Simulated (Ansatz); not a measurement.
**C₂F₈Ge: up Jacob's ladder to CCSD(T)**

How much do the methods differ for C₂F₈Ge? The plan is to run it at one geometry with functionals of several rungs and with coupled cluster, and see how far each lands from CCSD(T) at the basis-set limit for the atomisation energy.

Method: functionals in def2-TZVPP, the program's frozen cores in correlated methods; program: Ansatz 0.2.0, Gaussian basis.

Plan: LDA (SPW92), PBE-D4, revPBE-D4, BLYP-D4, r2SCAN-D4, B97M-V, PBE0-D4, B3LYP-D4, r2SCANh-D4, r2SCAN0-D4, HSE06-D4, BHLYP-D4, CAM-B3LYP-D4, LC-ωPBE, ωB97X-V, ωB97M-V, B2PLYP, PBE-QIDH; CCSD(T)/def2-SVP; CCSD(T)/def2-TZVPP; MP2/def2-QZVPP; extrapolation to the limit; RPA on PBE.

## (1) Structure used throughout

An earlier PBE0-D4 in a triple-zeta def2 set relaxation fixed the geometry.

SMILES `F[C](F)(F)[Ge]([F])([F])[C](F)(F)F`, 11 atoms, charge 0, spin multiplicity 1.

Atoms are counted from 1 here; the program's logs count them from 0.

Bond lengths: F1–C2 1.335 Å, C2–F3 1.330 Å, C2–F4 1.335 Å, C2–Ge5 2.009 Å, Ge5–F6 1.712 Å, Ge5–F7 1.712 Å, Ge5–C8 2.009 Å, C8–F9 1.335 Å, C8–F10 1.335 Å, C8–F11 1.330 Å. Angles: F1–C2–F3 108.3°, F1–C2–F4 108.0°, F1–C2–Ge5 110.4°, F3–C2–F4 108.3°, F3–C2–Ge5 111.3°, F4–C2–Ge5 110.4°, C2–Ge5–F6 108.4°, C2–Ge5–F7 108.4°, C2–Ge5–C8 115.8°, F6–Ge5–F7 107.1°, F6–Ge5–C8 108.4°, F7–Ge5–C8 108.4°, Ge5–C8–F9 110.4°, Ge5–C8–F10 110.4°, Ge5–C8–F11 111.3°, F9–C8–F10 108.0°, F9–C8–F11 108.3°, F10–C8–F11 108.3°.

## (2) LDA

This LDA is Slater exchange with PW92 correlation.

The input, in.yaml:

```yaml
crystal:
  periodic: [false, false, false]
  atoms:
    - {symbol: F, position_ang: [-2.192946, -0.289379, -0.773706]}
    - {symbol: C, position_ang: [-1.544324, -0.719023, 0.311380]}
    - {symbol: F, position_ang: [-2.372441, -0.642819, 1.349836]}
    - {symbol: F, position_ang: [-1.227100, -2.002074, 0.122175]}
    - {symbol: Ge, position_ang: [0.112109, 0.375088, 0.617296]}
    - {symbol: F, position_ang: [-0.356302, 1.996260, 0.905590]}
    - {symbol: F, position_ang: [0.876071, -0.187642, 2.042223]}
    - {symbol: C, position_ang: [1.458676, 0.359382, -0.872989]}
    - {symbol: F, position_ang: [1.878967, -0.885896, -1.108289]}
    - {symbol: F, position_ang: [0.915094, 0.831425, -1.997417]}
    - {symbol: F, position_ang: [2.517597, 1.107780, -0.575399]}
basis:
  gaussian: {orbitals: def2-TZVPP}
hamiltonian: {xc: lda}
output: {orbitals: {seedname: orbitals}}
```

On the command line:

```
$ ansatz run in.yaml --threads 4 --pin off --events-out ev --progress --plain --max-ram 41984MiB --backend cuda --devices 0, --max-vram 37GiB
```

The runs that follow: PBE-D4 (GGA); revPBE-D4 (GGA); BLYP-D4 (GGA); r2SCAN-D4 (meta-GGA); B97M-V (meta-GGA); B3LYP-D4 (hybrid); r2SCANh-D4 (hybrid); r2SCAN0-D4 (hybrid); HSE06-D4 (hybrid); BHLYP-D4 (hybrid); CAM-B3LYP-D4 (range-separated); LC-ωPBE (range-separated); ωB97X-V (range-separated); ωB97M-V (range-separated); B2PLYP (double hybrid); PBE-QIDH (double hybrid); CCSD(T) in def2-SVP; CCSD(T) in def2-TZVPP; MP2 in def2-QZVPP; RPA on PBE orbitals.

**Question.** What will the summary of the whole plan be? Wanted: atomisation energy, CCSD(T)/CBS; farthest beyond LDA; mean size of error, GGA; mean size of error, meta-GGA; mean size of error, hybrid; mean size of error, range-separated; mean size of error, double hybrid; gap, smallest and largest; T1 diagnostic.

As calculated:

| quantity | value |
| --- | --- |
| atomisation energy, CCSD(T)/CBS | 45.107 eV |
| functionals within 0.451 eV (1.0 %) | revPBE-D4, BLYP-D4, B97M-V, PBE0-D4, r2SCANh-D4, HSE06-D4, CAM-B3LYP-D4, ωB97X-V, ωB97M-V, PBE-QIDH |
| farthest beyond LDA | BHLYP-D4 (-3.564 eV) |
| mean size of error, GGA | 1.115 eV |
| mean size of error, meta-GGA | 0.349 eV |
| mean size of error, hybrid | 1.037 eV |
| mean size of error, range-separated | 0.355 eV |
| mean size of error, double hybrid | 0.517 eV |
| gap, smallest and largest | 6.46 eV (LDA (SPW92)), 14.39 eV (LC-ωPBE) |
| T1 diagnostic | 0.0131 |
| triples share of the correlation energy | 3.2 % |

**Reading.** The LDA atomisation energy is off by 11.140 eV (25 %): it overbinds. PBE-D4 misses by +2.581 eV. Double hybrids carry the basis error of their MP2 part in triple zeta, and no dispersion term here, so their miss is partly the set-up's. The rungs meta-GGA, range-separated miss on average by less than the doubt on the reference (0.451 eV), so they tie. The reference freezes the cores and leaves out relativity and excitations past (T), and its outer-core shells are covered unevenly, so misses under about 0.451 eV can't be ranked. Hartree-Fock recovers 65 % of the binding; the rest is correlation. CCSD(T) in def2-SVP is off by -2.752 eV, worse than the median functional, from the basis alone. Orbital gaps span 6.5 to 14.4 eV; exact exchange widens them. Correlated methods include outer-core shells of Ge, which these sets cover unevenly.
